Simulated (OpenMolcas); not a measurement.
**AlSbH3F (SMILES [F][SbH][AlH2]) at CISD/ANO-R0 (sfX2C, fermi aufbau 4)**

Aim: a single-point energy of AlSbH3F. 

Program for the calculation: OpenMolcas 26.06.

10 further runs of the same task are left out: 4 that didn't finish, 6 set aside as unsound or not needed.

## (1) The molecule

The species is AlSbH3F (6 atoms), meant as a singlet with charge 0. As SMILES, `[F][SbH][AlH2]`. The shape comes from a force field and isn't a relaxed structure.

Bond lengths: F1–Sb2 1.967 Å, Sb2–Al3 2.643 Å, Sb2–H4 1.714 Å, Al3–H5 1.615 Å, Al3–H6 1.603 Å. Angles: F1–Sb2–Al3 92.2°, F1–Sb2–H4 96.1°, Al3–Sb2–H4 90.0°, Sb2–Al3–H5 119.4°, Sb2–Al3–H6 120.8°, H5–Al3–H6 119.8°.

## (2) The energy at CISD/ANO-R0 (sfX2C, fermi aufbau 4)

File test.inp:

```
&gateway
 coord
 6
 angstrom
 F       -1.233700      -1.528700       1.323200
 Sb       0.122600      -1.632600      -0.097600
 Al       0.589900       0.966500       0.018700
 H       -0.960700      -1.378000      -1.401600
 H        1.480900       1.665200      -1.132700
 H        0.043100       1.843500       1.243900
 basis = ANO-R0
 group = NoSym

&seward

&scf
 fermi = 4
 prorbitals = 1 1

&motra
 frozen = 24

&guga
 electrons = 28
 spin = 1
 inactive = 14
 active = 0
 ciall = 1

&cpf
 sdci
```

Command:

```sh
export MOLCAS_MEM=1860
pymolcas test.inp > test.log
```

The log of the run:

```text
--- Start Module: gateway ---
[...]
--- Stop Module: gateway /rc=_RC_ALL_IS_WELL_ ---
[...]
      Basis functions           44
[...]
       Convergence after  20 Iterations
[...]
::    Total SCF energy                              -6821.2108849125
[...]
      Total spin, S                                     0.0000000000
[...]
      *** WARNING: Default frozen orbitals is overwritten by user input.
      *** Default values:  21
[...]
--- Start Module: guga ---
[...]
--- Stop Module: guga /rc=_RC_ALL_IS_WELL_ ---
--- Start Module: cpf ---
[...]
      Active orbitals                            0       0
[...]
      Spin quantum number                      0.0
[...]
     FINAL CI ENERGY         -6821.30457350
     FINAL CORRELATION ENERGY   -0.09368858  REFERENCE ENERGY   -6821.21088491
[...]
     REL. CI ENERGY          -6821.30457350
[...]
      Total electronic charge=   76.000000
      Total            charge=    0.000000
[...]
      Dipole Moment (debye):
      Origin of the operator (angstrom)=    0.0463   -1.1666    0.0738
                   X=  6.9540E-02               Y= -2.8787E+00               Z=  1.1540E+00           Total=  3.1022E+00
      Quadrupole Moment (debye*angstrom):
[...]
--- Stop Module: cpf /rc=_RC_ALL_IS_WELL_ ---
[...]
```

Run time: 5.1 s. Hardware: 1 thread of Arm Neoverse V1, shared host; peak memory 0.41 GiB.

## (3) Summary of results

Level: CISD/ANO-R0 (sfX2C, fermi aufbau 4), 24 core orbitals frozen.

```
                                    quantity           value
                                total energy  -6821.30457 Eh
          dipole moment (mean-field density)          2.57 D
         HOMO energy (Hartree–Fock orbitals)       -10.01 eV
         LUMO energy (Hartree–Fock orbitals)        -1.19 eV
       HOMO–LUMO gap (Hartree–Fock orbitals)         8.82 eV
correlation energy (24 core orbitals frozen)       -93.7 mEh
```
